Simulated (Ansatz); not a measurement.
Crystal: TaV.

```
CELL_PARAMETERS angstrom
1.60670 -2.30777 0.00000
1.60670 2.30777 0.00000
0.00000 0.00000 4.34136
ATOMIC_POSITIONS crystal
Ta 0.00000 0.00000 0.00000
V 0.50000 0.50000 0.50000
```

The cell comes from a database or a generator and needn't be the stable form of this composition.

Below is the output of Ansatz 0.2.0 for this cell. Logs are shortened: lines on timing, memory, paths and dates and some standing lists are left out, and cuts for length are marked.

```text
Warning: output.stress: scf.convergence.dr2_threshold = 1e-7 eV (the SCF's general default) is looser than the 2e-10 eV advised for a printed stress (1e-10 eV for each atom of the cell: 2). What an SCF threshold leaves in a stress goes as its square root, and in the free energy as the threshold itself, and one threshold admits the most on a small cell: of the crystals measured, under no hybrid functional and no lock of the moments, on runs that ended without the residual-converged pass, on stresses that held no estimate of that error, the worst erred by over 100 MPa in a component at 1e-7 eV an atom and by under 5 at 1e-10. Set scf.convergence.dr2_threshold to 2e-10 eV or tighter. The threshold is an SCF's pass mark: one that does not reach it within its budget of iterations ends unconverged, or closes short of it on a stop that the run arms, and scf.convergence.dr2_threshold's page says what that costs each kind of run
Warning: RAYON_NUM_THREADS=2 ignored (pool sized by the plan → 2); use --threads N
Engine: ansatz 0.2.0, aarch64-unknown-linux-gnu
Pseudopotentials: kind: paw
Pseudopotential: Ta, paw, valence charge 13, recommended cutoff 420 eV (normal), Ta.paw.azcp
Pseudopotential: V, paw, valence charge 13, recommended cutoff 420 eV (normal), V.paw.azcp
Functional definition: PBE
  parameter kappa = 0.804
  parameter beta = 0.06672455060314922
  exchange = pbe_x(kappa = kappa, mu = beta*pi^2/3)
  correlation = pbe_c(beta = beta)
Crystal: 2 atoms, lattice volume = 32.195 Å³
Basis set: ecut = 420 eV, 633 PW (Γ), exchange–correlation on 40×40×60 points (8 copies of the dense FFT grid, shifted against one another)
Bands: 19, of which v1, the nominal top of the filled ones, is band 13 counted from 1 (12 counted from 0)
Symmetry: 8 space group operations
Space group: Cmmm (ITA 65), of the structure as read, at distance tolerance 3.2e-5 Å
Magnetic group: BNS 65.481 (UNI 579), of the structure as read, at distance tolerance 3.2e-5 Å
k-points: 63 of 320
Non-local potential: Ta, projectors of the file, l = 0: 3, l = 1: 2, l = 2: 2, l = 3: 1
Non-local potential: V, projectors of the file, l = 0: 3, l = 1: 2, l = 2: 3, l = 3: 1
PAW form: soft (Blöchl's): semilocal exchange-correlation on the pseudo side does not see the compensation charge
PAW one-centre angular grid: Ta, 590 points (default); XC on 64 Gauss nodes
PAW one-centre angular grid: V, 590 points (default); XC on 64 Gauss nodes
Initial density: superposition of atomic densities (chi_scale 0.1, normalization cell)
Starting moments: Σ|m| = 2.5 μB on 1 of 2 sites
[... 19 lines left out ...]
SCF converged after 12 iterations
Stability checked in part: among states of this total moment the steps that led to this state did not find it unstable. No probe was made; neither looks for a lower state of another moment (fixed_total_moment; see scf.lower_state_search)
an eigenvalue changed by more than its tolerance at an iteration that met the thresholds in force, so the SCF went on 1 time: the last check found none over its tolerance
Magnetization: 2.5000 μB (14.2500 up, 11.7500 down)
Absolute magnetization: 2.5002 μB (∫|ρ↑−ρ↓|, with the PAW one-centre terms)
Spin contamination: 0.0206 ħ² per cell (⟨S²⟩ above its minimum at these occupations)
Per-site moments (μB) at R_I (Å): [(0.2932647747227415, 1.1140050121517067), (1.6034256879191695, 1.1140050121517067)]
Free energy (F): -12843.931175 eV
Harris-Foulkes:  -12843.931175 eV  (|F-HF|=2.31e-9)
Internal energy: -12843.910400 eV  (E = F + TS)
E sigma→0 (E₀):  -12843.920788 eV
Entropy (-TS):   -0.020775 eV (-10.388 meV/atom)
Fermi energy:    17.816631 (↑ 18.453179, ↓ 17.180083) eV
--- Per-component energies (eV) ---
  E_band       = -252.609698
  E_kinetic    = 703.068835
  E_local      = -1506.482989  (includes V_loc(G=0)·N_el)
  E_nonlocal   = -28.787077
  E_hartree    = 630.585705
  E_xc         = -348.968482
  E_vxc        = -369.493573  (∫ρ·V_xc dr)
  E_paw        = -9510.458099  (= ΣΔE_a)
  E_vpaw       = -312.087864  (= ΣTr[D̂ρ^β])
  E_aug_tail   = 0.000429  (compensation charges beyond the density's cutoff)
  E_ewald      = -2782.868723
  E_smearing   = -0.020775  (= −TS)
  E_closure    = 0.000000  (closes the sum)
  Σ components = -12843.931175   (vs F -12843.931175, Δ=0.00e0)
--- Forces (eV/Å), atoms counted from 1 ---
  atom   1  Ta    -0.00000000    -0.00000000     0.00000000
  atom   2  V     -0.00000000     0.00000000     0.00000000
  max |Σ_I F_I| component: 1.90e-29 eV/Å
--- Stress (GPa, compression-positive) ---
        9.254376       0.000000      -0.000000
        0.000000       3.492954       0.000000
       -0.000000       0.000000      10.879905
  P = ⅓ Tr σ = 7.8757 GPa (78.757 kbar)
--- Band table (eV; the first three rows and the last of 126) ---
  k-point 0 ↑: bands = ["-49.6362", "-46.8990", "-20.8148", "-20.5988", "-20.5727", "-16.2734", "-15.7954", "-15.5436", "9.6443", "13.3023", "15.6213", "16.8073", "17.2621", "17.7859", "18.8895", "19.0569", "19.1932", "21.3023", "22.0989"]
  k-point 1 ↑: bands = ["-49.6354", "-46.9001", "-20.7983", "-20.5970", "-20.5727", "-16.3027", "-15.7995", "-15.5435", "10.0598", "13.3184", "15.7906", "17.1379", "17.2985", "17.5374", "17.9846", "18.8573", "19.1975", "21.0665", "21.9833"]
  k-point 2 ↑: bands = ["-49.6342", "-46.9019", "-20.7714", "-20.5942", "-20.5726", "-16.3505", "-15.8063", "-15.5433", "11.0583", "12.9717", "16.2511", "16.9529", "16.9852", "17.4485", "17.9094", "18.5325", "18.8063", "20.7336", "20.9254"]
  k-point 62 ↓: bands = ["-49.3693", "-45.3177", "-19.3955", "-19.2777", "-19.1961", "-16.5579", "-16.0717", "-15.9524", "14.2579", "15.0644", "15.9991", "16.8530", "18.0416", "19.4041", "19.7852", "20.3163", "21.3574", "24.2505", "25.2597"]
```

Problem. What input gives this log?

Solution. Single point with PBE, collinear spin, ferromagnetic start. The files as run (others can give the same):

input.yaml
```yaml
crystal:
  lattice:
    - [1.6067, -2.307775, 0.0]
    - [1.6067, 2.307775, 0.0]
    - [0.0, 0.0, 4.341361]
  atoms:
    - { symbol: Ta, position: [0.0, 0.0, 0.0] }
    - { symbol: V, position: [0.5, 0.5, 0.5], spin: 2.5 }
hamiltonian:
  xc: pbe
  pseudopotentials: { kind: paw }
magnetization:
  spin_polarized: true
  initial_magnetization: 2.5
  spin_locking: { lock_magnetization: hard }
kpoints:
  mp_grid: { grid: [8, 8, 5] }
scf:
  occupations: { method: fermi_dirac, width: 0.05 }
  lower_state_search: "off"
output:
  forces: true
  stress: true
  eigenvalues: true
```

Potentials or basis: Ansatz PAW.
Command:
```console
$ ansatz run input.yaml --threads 2 --pin off --max-ram 5632MiB --backend cpu --events-out ev --progress --plain --runs-dir out
```

Caveat: the total moment is fixed, so each spin has its own Fermi level; the thresholds are loose for stress.
